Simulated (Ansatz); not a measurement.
**C₂H₅FGeO: how energies converge with the basis set**

How large a basis does C₂H₅FGeO need? Two functionals are run in growing sets.

Computed with Ansatz 0.2.0, Gaussian basis. Level: one geometry, several basis sets.

The runs, in order: PBE0-D4/def2-SVP; ωB97M-V/def2-SVP; PBE0-D4/def2-QZVPP; ωB97M-V/def2-QZVPP; the functionals' def2-TZVPP values are taken from earlier runs.

## Step 1: The geometry

The geometry comes from an earlier relaxation with PBE0-D4 in a triple-zeta def2 set; it is a stationary point, not always the lowest conformer.

SMILES `[CH3][Ge@H]1[O][C@@H]1F`, 10 atoms, charge 0, spin multiplicity 1.

Atoms are counted from 1 here; the program's logs count them from 0.

Bond lengths: C1–Ge2 1.937 Å, C1–H6 1.089 Å, C1–H7 1.091 Å, C1–H8 1.091 Å, Ge2–O3 1.868 Å, Ge2–C4 1.921 Å, Ge2–H9 1.530 Å, O3–C4 1.366 Å, C4–F5 1.363 Å, C4–H10 1.093 Å. Angles: Ge2–C1–H6 109.5°, Ge2–C1–H7 110.3°, Ge2–C1–H8 109.5°, H6–C1–H7 109.3°, H6–C1–H8 109.2°, H7–C1–H8 109.0°, C1–Ge2–O3 110.7°, C1–Ge2–C4 123.9°, C1–Ge2–H9 117.5°, O3–Ge2–C4 42.2°, O3–Ge2–H9 108.9°, C4–Ge2–H9 118.1°, Ge2–O3–C4 71.0°, Ge2–C4–O3 66.8°, Ge2–C4–F5 120.0°, Ge2–C4–H10 124.4°, O3–C4–F5 114.2°, O3–C4–H10 116.6° and more.

## Step 2: PBE0-D4 in def2-SVP

File in.yaml:

```yaml
crystal:
  periodic: [false, false, false]
  atoms:
    - {symbol: C, position_ang: [-1.593529, -0.589578, 0.003578]}
    - {symbol: Ge, position_ang: [0.041153, 0.266251, 0.591349]}
    - {symbol: O, position_ang: [1.534933, -0.657661, -0.043344]}
    - {symbol: C, position_ang: [1.543269, 0.608036, -0.556426]}
    - {symbol: F, position_ang: [2.574804, 1.382074, -0.116773]}
    - {symbol: H, position_ang: [-1.565193, -0.725941, -1.076888]}
    - {symbol: H, position_ang: [-2.457251, 0.021847, 0.267258]}
    - {symbol: H, position_ang: [-1.687599, -1.563503, 0.486117]}
    - {symbol: H, position_ang: [0.210965, 0.511424, 2.091704]}
    - {symbol: H, position_ang: [1.481549, 0.695850, -1.643776]}
basis:
  gaussian: {orbitals: def2-SVP}
hamiltonian: {xc: pbe0, dispersion: d4}
output: {orbitals: {seedname: orbitals}}
```

The runs that follow: ωB97M-V in def2-SVP; PBE0-D4 in def2-QZVPP; ωB97M-V in def2-QZVPP.

Q: Predict the results of all the runs planned. Wanted: PBE0-D4: double and triple zeta above quadruple; ωB97M-V: double and triple zeta above quadruple.

**Answer**, as computed:

| quantity | value |
| --- | --- |
| PBE0-D4: double and triple zeta above quadruple | 17.04, 1.60 eV |
| ωB97M-V: double and triple zeta above quadruple | 17.22, 1.56 eV |

For PBE0-D4 the step from double to triple zeta gains 15.44 eV and the next only 1.60 eV. Total energies overstate the basis error of differences, where much of it tends to cancel.
